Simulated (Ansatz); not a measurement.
**Cyclo-(H2GeO)2 (Ge2H4O2): structure and electronic state**

What does cyclo-(H2GeO)2 (Ge2H4O2) look like as a singlet, and where do its frontier electrons sit?

Method: RKS PBE0-D4/def2-TZVP; program: Ansatz 0.2.0, Gaussian basis.

The runs, in order: relaxation at PBE-D4/def2-SVP; a search for the lowest solution at PBE0-D4/def2-SVP; a single point at PBE0-D4/def2-TZVP.

### 1 The starting structure

8 atoms, charge 0, spin multiplicity 1.

Atoms are counted from 1 here; the program's logs count them from 0.

Bond lengths: Ge1–H2 1.503 Å, Ge1–H3 1.503 Å, Ge1–O4 1.801 Å, Ge1–O8 1.803 Å, O4–Ge5 1.801 Å, Ge5–H6 1.503 Å, Ge5–H7 1.503 Å, Ge5–O8 1.799 Å. Angles: H2–Ge1–H3 117.9°, H2–Ge1–O4 111.7°, H2–Ge1–O8 111.7°, H3–Ge1–O4 111.7°, H3–Ge1–O8 111.6°, O4–Ge1–O8 88.5°, Ge1–O4–Ge5 91.5°, O4–Ge5–H6 111.7°, O4–Ge5–H7 111.6°, O4–Ge5–O8 88.6°, H6–Ge5–H7 117.8°, H6–Ge5–O8 111.8°, H7–Ge5–O8 111.7°, Ge1–O8–Ge5 91.5°.

The start is a GFN2-xTB geometry.

### 2 Optimising with PBE-D4/def2-SVP

Contents of in.yaml:

```yaml
crystal:
  periodic: [false, false, false]
  atoms:
    - {symbol: Ge, position_ang: [-0.592100, -0.434410, 1.061060]}
    - {symbol: H, position_ang: [-1.228450, -1.795410, 1.092040]}
    - {symbol: H, position_ang: [-0.670330, 0.407430, 2.303680]}
    - {symbol: O, position_ang: [1.082910, -0.495790, 0.402560]}
    - {symbol: Ge, position_ang: [0.591280, 0.433380, -1.060350]}
    - {symbol: H, position_ang: [0.670570, -0.406060, -2.304800]}
    - {symbol: H, position_ang: [1.228330, 1.794340, -1.091500]}
    - {symbol: O, position_ang: [-1.082200, 0.496520, -0.402690]}
basis:
  gaussian: {orbitals: def2-SVP}
hamiltonian: {xc: pbe, dispersion: d4}
scf: {lower_state_search: "off"}
output: {orbitals: {seedname: orbitals}}
relax: {f_tol: 0.02, max_steps: 100}
```

Command:

```bash
$ ansatz run in.yaml --threads 4 --pin off --events-out ev --progress --plain --max-ram 3916MiB
```

Further steps of the session: Searching for the lowest solution, PBE0-D4/def2-SVP; Single point, PBE0-D4/def2-TZVP.

Before running them: what should the planned runs give, taken together? Wanted: point group; commonest bond, hydrogen aside; HOMO, LUMO at PBE0-D4/def2-TZVP; dipole at PBE-D4/def2-SVP.

The runs gave:

| quantity | value |
| --- | --- |
| point group | D2h |
| commonest bond, hydrogen aside | Ge–O, 4 of mean length 1.833 Å |
| HOMO, LUMO at PBE0-D4/def2-TZVP | -8.14, -0.90 eV |
| dipole at PBE-D4/def2-SVP | 0.00 D |

In words: The molecule keeps its bonding pattern by the stored test; the atoms moved 0.07 Å (rms). No usable vibrations, so a minimum isn't proven. The HOMO lies nearest to O4, O8 about 27 % each; 4 H atoms about 11 % each and the LUMO to Ge1, Ge5 about 19 % each; O4, O8 about 11 % each.
